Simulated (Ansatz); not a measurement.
**BCl2F: basis-set convergence**

How large a basis does BCl2F need? Two functionals and correlated methods are run in growing sets.

The runs use Ansatz 0.2.0, Gaussian basis; one geometry, several basis sets.

The runs, in order: PBE0-D4/def2-SVP; ωB97M-V/def2-SVP; PBE0-D4/def2-QZVPP; ωB97M-V/def2-QZVPP; CCSD(T)/cc-pV(D+d)Z; CCSD(T)/cc-pV(T+d)Z; CCSD(T)/cc-pV(Q+d)Z; the functionals' def2-TZVPP values are taken from earlier runs.

### Step 1. The geometry

All runs share one geometry, relaxed beforehand with PBE0-D4/def2-TZVP.

4 atoms, charge 0, spin multiplicity 1.

Atoms are counted from 1 here; the program's logs count them from 0.

Bond lengths: F1–B2 1.310 Å, B2–Cl3 1.739 Å, B2–Cl4 1.739 Å. Angles: F1–B2–Cl3 119.3°, F1–B2–Cl4 119.3°, Cl3–B2–Cl4 121.5°.

### Step 2. PBE0-D4 in def2-SVP

Contents of in.yaml:

```yaml
crystal:
  periodic: [false, false, false]
  atoms:
    - {symbol: F, position_ang: [0.130316, -1.186797, -0.776161]}
    - {symbol: B, position_ang: [0.021926, -0.096072, -0.058370]}
    - {symbol: Cl, position_ang: [-1.536350, 0.360591, 0.563363]}
    - {symbol: Cl, position_ang: [1.439608, 0.861979, 0.250868]}
basis:
  gaussian: {orbitals: def2-SVP}
hamiltonian: {xc: pbe0, dispersion: d4}
output: {orbitals: {seedname: orbitals}}
```

Started as:

```console
ansatz run in.yaml --threads 4 --pin off --events-out ev --progress --plain --max-ram 10444MiB
```

The runs that follow: ωB97M-V in def2-SVP; PBE0-D4 in def2-QZVPP; ωB97M-V in def2-QZVPP; CCSD(T) in cc-pV(D+d)Z; CCSD(T) in cc-pV(T+d)Z; CCSD(T) in cc-pV(Q+d)Z.

Before running them: what should the planned runs give, taken together? Wanted: MP2 correlation recovered, cc-pV(D+d)Z; MP2 correlation recovered, cc-pV(T+d)Z; MP2 correlation recovered, cc-pV(Q+d)Z; difference of two CCSD(T) limits: def2 sets; PBE0-D4: double and triple zeta above quadruple; ωB97M-V: double and triple zeta above quadruple.

**Answer**, as computed:

| quantity | value |
| --- | --- |
| MP2 correlation recovered, cc-pV(D+d)Z | 64.8 % |
| MP2 correlation recovered, cc-pV(T+d)Z | 86.1 % |
| MP2 correlation recovered, cc-pV(Q+d)Z | 94.2 % |
| difference of two CCSD(T) limits: def2 sets (earlier runs) less this series | -111 meV |
| PBE0-D4: double and triple zeta above quadruple | 13.48, 0.91 eV |
| ωB97M-V: double and triple zeta above quadruple | 13.39, 0.86 eV |

**Reading.** PBE0-D4 gains 12.58 eV from double to triple zeta, then 0.91 eV more. In cc-pV(D+d)Z MP2 holds 65 % of its limit, in cc-pV(Q+d)Z 94 %, while Hartree-Fock is within 0.137 eV in the largest set. A limit from the def2 sets, made apart, differs by 111 meV, a least measure of the doubt on such a limit. Total energies overstate the basis error of differences, where much of it tends to cancel.
